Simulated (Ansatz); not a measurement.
Crystal: LaMnIn.

```xyz
3
Lattice="4.5933 0.0000 0.0000 -2.2967 3.9779 0.0000 0.0000 0.0000 4.0966" Properties=species:S:1:pos:R:3 pbc="T T T"
La    0.0000    0.0000    0.0000
In    0.0000    2.6520    2.0483
Mn    2.2967    1.3260    2.0483
```

The cell comes from a database or a generator and needn't be the stable form of this composition.

Base run:

```yaml
Program: Ansatz 0.2.0
Functional: PBE
Potentials_or_basis: Ansatz PAW
Cutoff: "420 eV (not typed: the program's choice for these potentials)"
k_mesh: 6 × 6 × 6
Occupations: fermi-dirac, width 0.05 eV
Spin: collinear spin, ferromagnetic start
Starting_moments: "[0.0, 0.0, 6.0] μB"
Fixed_moment: 6 μB
```

Its results: pressure 8.5 GPa; site moments La +0.45; In +0.09; Mn +4.09 μB.

Task: The run is repeated on the same cell with these changes: fixed moment from 6 μB to 4 μB; moments at the start from [0.0, 0.0, 6.0] to [0.0, 0.0, 4.0]. What comes out?

Result: Pressure 5.7 GPa; site moments La -0.00; In -0.01; Mn +3.68 μB.

Caveats: the total moment is fixed, so each spin has its own Fermi level; the thresholds are loose for stress.
